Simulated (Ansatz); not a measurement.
# F3H2NSn: up Jacob's ladder to CCSD(T)

One table from this session's results is given with a row withheld; the runs are named, their logs left out.

Method: functionals in def2-TZVPP, the program's frozen cores in correlated methods; program: Ansatz 0.2.0, Gaussian basis.

The runs, in order: LDA (SPW92), PBE-D4, revPBE-D4, BLYP-D4, r2SCAN-D4, B97M-V, PBE0-D4, B3LYP-D4, r2SCANh-D4, r2SCAN0-D4, HSE06-D4, BHLYP-D4, CAM-B3LYP-D4, LC-ωPBE, ωB97X-V, ωB97M-V, B2PLYP, PBE-QIDH; CCSD(T)/def2-SVP; CCSD(T)/def2-TZVPP; MP2/def2-QZVPP; extrapolation to the limit; RPA on PBE.

### Structure used throughout

An earlier PBE0-D4 in a triple-zeta def2 set relaxation fixed the geometry. Sn takes the def2 core potential; no spin-orbit term is included.

SMILES `[NH2][Sn]([F])([F])[F]`, 7 atoms, charge 0, spin multiplicity 1.

Atoms are counted from 1 here; the program's logs count them from 0.

Bond lengths: N1–Sn2 1.981 Å, N1–H6 1.013 Å, N1–H7 1.013 Å, Sn2–F3 1.889 Å, Sn2–F4 1.897 Å, Sn2–F5 1.889 Å. Angles: Sn2–N1–H6 112.7°, Sn2–N1–H7 112.6°, H6–N1–H7 108.7°, N1–Sn2–F3 110.4°, N1–Sn2–F4 117.7°, N1–Sn2–F5 110.5°, F3–Sn2–F4 104.9°, F3–Sn2–F5 108.1°, F4–Sn2–F5 104.7°.

The first run:

in.yaml

```yaml
crystal:
  periodic: [false, false, false]
  atoms:
    - {symbol: N, position_ang: [-0.459711, 1.075236, 0.625189]}
    - {symbol: Sn, position_ang: [0.373931, -0.508603, -0.224946]}
    - {symbol: F, position_ang: [0.825179, -1.795531, 1.082029]}
    - {symbol: F, position_ang: [-0.645295, -1.458482, -1.512232]}
    - {symbol: F, position_ang: [1.955587, -0.016043, -1.132270]}
    - {symbol: H, position_ang: [-0.701935, 1.795610, -0.044379]}
    - {symbol: H, position_ang: [-1.286455, 0.839713, 1.160911]}
basis:
  gaussian: {orbitals: def2-TZVPP}
hamiltonian: {xc: lda}
output: {orbitals: {seedname: orbitals}}
```

Run with:

```bash
$ ansatz run in.yaml --threads 4 --pin off --events-out ev --progress --plain --max-ram 10444MiB
```

Steps of the session up to this table: LDA; PBE-D4 (GGA); revPBE-D4 (GGA); BLYP-D4 (GGA); r2SCAN-D4 (meta-GGA); B97M-V (meta-GGA); PBE0-D4 (hybrid); B3LYP-D4 (hybrid); r2SCANh-D4 (hybrid); r2SCAN0-D4 (hybrid); HSE06-D4 (hybrid); BHLYP-D4 (hybrid); CAM-B3LYP-D4 (range-separated); LC-ωPBE (range-separated); ωB97X-V (range-separated); ωB97M-V (range-separated); B2PLYP (double hybrid); PBE-QIDH (double hybrid).

One of the session's tables, all rows but one given; the rest of the session is left out.

It belongs to the step «Orbital energies across the functionals». 

| functional | HOMO (eV) | LUMO (eV) | gap (eV) |
| --- | --- | --- | --- |
| LDA (SPW92) | -7.80 | -3.82 | 3.98 |
| PBE-D4 | -7.57 | -3.42 | 4.15 |
| revPBE-D4 | -7.49 | -3.27 | 4.22 |
| BLYP-D4 | -7.46 | -3.43 | 4.04 |
| r2SCAN-D4 | -7.94 | -3.17 | 4.77 |
| B97M-V | -7.98 | -3.22 | 4.76 |
| PBE0-D4 | -9.13 | -2.43 | 6.70 |
| B3LYP-D4 | -8.88 | -2.82 | 6.06 |
| r2SCANh-D4 | ? | ? | ? |
| r2SCAN0-D4 | -9.39 | -2.27 | 7.12 |
| HSE06-D4 | -8.72 | -2.80 | 5.92 |
| BHLYP-D4 | -10.60 | -1.50 | 9.11 |
| CAM-B3LYP-D4 | -10.61 | -1.46 | 9.15 |
| LC-ωPBE | -12.01 | -0.03 | 11.99 |
| ωB97X-V | -11.62 | -0.20 | 11.42 |
| ωB97M-V | -11.53 | -0.37 | 11.16 |

Estimate the missing values for r2SCANh-D4.

Worked estimate for «HOMO (eV)». Against the share of exact exchange, r2SCAN-D4 (0, -7.94), r2SCAN0-D4 (0.25, -9.39) give a slope of -5.80 per unit share; at 0.1 the line stands at -8.52.

As computed: HOMO (eV): -8.52; LUMO (eV): -2.81; gap (eV): 5.70. In «HOMO (eV)» the line misses by 0.00.
